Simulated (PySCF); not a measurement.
# BTe: from the state search to spectroscopic constants

The task here is to estimate one member of a computed series from the others.

Method: B def2-TZVPP, Te def2-TZVPP with ECP28, scalar-relativistic core potentials; program: PySCF 2.14.0.

The first run:

Settings of the job:

* atoms: B, Te
* charge: 0
* basis: B def2-TZVPP, Te def2-TZVPP with ECP28
* Hamiltonian: scalar-relativistic core potentials
* basis functions: 81
* electrons treated: 29
* masses in u: 11.0093, 129.9062
* levels: PBE0, PBE, r²SCAN, PBEsol, BHandHLYP, PW91, TPSS, CAM-B3LYP, HF, MP2, SCS-MP2, CCSD, CCSD(T)
* grid: 80 radial by 434 angular points
* occupations: held fixed by the projection of orbital angular momentum
* dissociation limit: B + Te, each in its ground configuration
* starting distance in angstrom: 2.135
* values of 2S to try: 1, 3

Launch:

```bash
$ OMP_NUM_THREADS=1 python dia.py task.json out
```

Among the steps run: Set-up; The PBE0 curve of the state that the search chose; Higher solutions at PBE0; PBE (GGA); r²SCAN (meta-GGA); PBEsol (GGA); BHandHLYP (global hybrid GGA); PW91 (GGA); TPSS; CAM-B3LYP; ROHF (mean field); Adding correlation.

One of the session's tables, all rows but one given; the rest of the session is left out.

Energy (eV) from each level's lowest point:

| R (Å) | ROHF | ROHF-MP2 | ROHF-SCS-MP2 | ROHF-CCSD | ROHF-CCSD(T) |
| --- | --- | --- | --- | --- | --- |
| 1.680 | 1.438 | 1.389 | 1.419 | n/a | n/a |
| 1.759 | 0.628 | 0.599 | 0.621 | 0.631 | 0.687 |
| 1.837 | 0.186 | 0.170 | 0.183 | 0.191 | 0.226 |
| 1.895 | ? | ? | ? | ? | ? |
| 1.954 | 0.000 | 0.000 | 0.000 | 0.000 | 0.000 |
| 2.013 | 0.055 | 0.065 | 0.057 | 0.049 | 0.032 |
| 2.091 | 0.227 | 0.258 | 0.237 | 0.212 | 0.175 |
| 2.188 | 0.544 | 0.619 | 0.577 | 0.517 | 0.460 |
| 2.306 | 0.989 | 1.154 | 1.079 | 0.953 | 0.887 |
| 2.462 | 1.572 | 1.921 | 1.787 | n/a | n/a |

**Question.** Estimate the row for R (Å) = 1.895.

Worked estimate for «ROHF». A straight line through the neighbours (1.837, 0.186) and (1.954, 0.000) gives 0.186 + (0.000 − 0.186) × (1.895 − 1.837) / (1.954 − 1.837) = 0.094; a parabola fitted to 4 rows on both sides gives 0.030.

**Answer.** ROHF: 0.035; ROHF-MP2: 0.027; ROHF-SCS-MP2: 0.034; ROHF-CCSD: 0.039; ROHF-CCSD(T): 0.056. In «ROHF» the line misses by +0.059 and the parabola by -0.005.

To keep in mind: Lowest PBE0 solution found, without spin–orbit coupling: ²Σ⁺ (doublet), unpaired electrons σ ↑. With spin–orbit coupling the term label itself may not hold. Warnings in the runs' records: inverted.
